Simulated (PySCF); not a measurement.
# C7H8N: the cost of one run

Programs: PySCF 2.14.0, with routines of our own; each step states its level. All values are computed. Atoms count from 0.

### Step 1. The system as given

16 atoms, charge 0, multiplicity 2; geometry from: GFN2-xTB.

### Step 2. Open-shell or spin-flip excitations: unrestricted TDDFT CAM-B3LYP/def2-SVP

The job: settings as JSON, then the geometry in Å.

```
{"job": {"kind": "uabs", "xc": "CAM-B3LYP", "basis": "def2-SVP", "nstates": 10, "tda": false}, "charge": 0, "multiplicity": 2}
C      2.845208     0.569856    -0.636372
C      1.862566     0.176763    -0.078162
C      0.639060    -0.286930     0.568467
C      0.197772    -1.622459     0.029412
C     -1.013363    -1.539403    -0.491839
C     -1.559701    -0.151626    -0.365849
N     -0.480318     0.580486     0.252310
C     -0.694829     1.753919     0.947992
H      3.713391     0.915306    -1.113942
H      0.824719    -0.329960     1.657177
H      0.835716    -2.485540     0.081882
H     -1.579003    -2.330493    -0.950030
H     -1.811164     0.278036    -1.346595
H     -2.473219    -0.129231     0.247408
H     -1.502283     2.365678     0.588978
H      0.187849     2.244543     1.315849
```

With the program's defaults for keys left out, this is: unrestricted TDDFT CAM-B3LYP/def2-SVP, vertical, gas phase, core orbitals frozen in the response.

Command:

```
> OMP_NUM_THREADS=1 python excited_run.py task.json out
```

One launch serves the whole session: the jobs run in the order shown.

Q: Estimate the wall time and peak memory of this first job on 1 thread of Arm Neoverse N1, shared host.

About 98 s, with a peak of 0.66 GiB.
